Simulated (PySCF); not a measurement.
# CH8GeO2Si: the cost of one run

Computed with PySCF 2.14.0, with density-fitted response routines of our own, on a single molecule in the gas phase. Atoms are numbered from 0 throughout.

## 1. The molecule as given

13 atoms, charge 0, multiplicity 1; geometry from: GFN2-xTB. The atoms were then displaced at random by about 0.01 Å, so the start is not that level's minimum.

Bonds of the start (Å): C0–O1 1.37, O1–Si2 1.62, Si2–O3 1.67, O3–Ge4 1.71, C0–H5 1.12, C0–H6 1.10, C0–H7 1.07, Si2–H8 1.44, Si2–H9 1.46, Ge4–H10 1.50, Ge4–H11 1.51, Ge4–H12 1.47.

## 2. Geometry optimisation at PBE0-D3(BJ)/def2-SVP

The job: settings as JSON, then the geometry in Å.

```
{"job": {"xc": "PBE0", "basis": "def2-SVP", "d3": "d3bj", "grid": 1, "shake": 0.01, "kind": "geom"}, "charge": 0, "multiplicity": 1}
C     -2.086860     0.647290     0.168870
O     -0.789950     0.260200    -0.012650
Si    -0.259230    -0.765850    -1.153690
O      1.374870    -0.876450    -0.829020
Ge     2.382210     0.006890     0.241020
H     -2.421920     1.337330    -0.651480
H     -2.163340     1.210170     1.110240
H     -2.767020    -0.179890     0.187040
H     -0.408450    -0.210530    -2.470470
H     -0.809610    -2.100980    -0.971000
H      2.522340     1.400840    -0.281240
H      1.803100     0.013320     1.634210
H      3.629700    -0.759230     0.156590
```

The run is started by

```sh
> OMP_NUM_THREADS=1 python probes_run.py task.json out
```

One launch serves the whole session: the jobs run in the order shown.

**Question.** How long does this first job take on 1 thread of Arm Neoverse V2, shared host, and how much memory does it need?

About 64 s, with a peak of 0.55 GiB.
